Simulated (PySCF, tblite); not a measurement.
# F2H3S2Si2 radical: geometry, infrared bands and EPR parameters

What infrared bands and EPR parameters should F2H3S2Si2 radical (`F[Si](F)([S])S[SiH3]`) show?

The runs use tblite 0.8.0 and PySCF 2.14.0, with density-fitted response routines of our own; the level of theory stands in each step. All values are computed, except where a source is named. Atoms are numbered from 0 throughout.

## Step 1: Starting geometry

9 atoms, charge 0, multiplicity 2; geometry from: force field or distance geometry start.

Bonds of the start (Å): F0–Si1 1.69, Si1–F2 1.65, Si1–S3 2.12, Si1–S4 2.14, S4–Si5 2.13, Si5–H6 1.48, Si5–H7 1.48, Si5–H8 1.48.

## Step 2: Optimising the geometry with GFN2-xTB

Job settings and geometry (Å):

```
{"job": {"kind": "relax", "xc": "GFN2-xTB", "basis": "xTB"}, "charge": 0, "multiplicity": 2}
F     -1.418200     1.791200     1.228400
Si    -1.548700     0.780800    -0.123800
F     -2.944700     1.178400    -0.914600
S     -1.662100    -1.255300     0.454300
S      0.200700     0.921000    -1.352100
Si     1.578000    -0.593700    -0.773100
H      2.558800     0.035300     0.141000
H      0.929000    -1.739700    -0.107500
H      2.320700    -1.112200    -1.946700
```

Launch:

```bash
OMP_NUM_THREADS=1 python probes_run.py task.json out
```

One launch serves the whole session: the jobs run in the order shown.

**Question.** This job is followed by: GFN2-xTB harmonic vibrations, gas phase; UKS B3LYP, pcH-1 on F H S Si, non-relativistic, mean-field spin-orbit, GIAO. Predict these results of the whole session: strongest single infrared mode (GFN2-xTB); zero-point energy (GFN2-xTB); g(iso) (B3LYP); ⟨S²⟩; largest a(iso) (averaged by class); potential on the surface of density 0.002 e/bohr³, 1st and 99th percentile; property runs in this session.

**Answer**, as computed:

```
                                                                  quantity                                            value
                                 strongest single infrared mode (GFN2-xTB)                             761 cm⁻¹, 495 km/mol
                                              zero-point energy (GFN2-xTB)                                    21.0 kcal/mol
                                                            g(iso) (B3LYP)                                          2.07312
                                                                      ⟨S²⟩                               0.754 (exact 0.75)
                                        largest a(iso) (averaged by class)                            29Si on Si1, 34.0 MHz
potential on the surface of density 0.002 e/bohr³, 1st and 99th percentile                               -0.85 V and 1.91 V
                                             property runs in this session  1, of which 0 failed and 1 gave unsound results
```

**Reading.** Relaxing lowered the energy by 0.512 eV in 75 steps; the close pair that moved most is F0–Si1, from 1.693 to 1.599 Å. All 21 modes are real, so the xTB geometry is a minimum. The strongest single mode, at 761 cm⁻¹, is spread over several atoms, H8, H6, H7 among them. GFN2-xTB is a fitted tight-binding method: band positions and strengths are rough. Its intensities can rank the bands wrongly. S3 carries the largest spin population, 0.84 e. The isotropic g lies 70.8 ppt above the free-electron value. These values are not to be trusted: the run shows nearly degenerate orbitals, where second-order g theory doesn't apply. These values are for one conformer; the search (at its own cheap level) found 2 more, at 0.01, 0.45 kcal/mol (those within 0.05 may be mirror or relabelled copies), and measured spectra average over such forms.
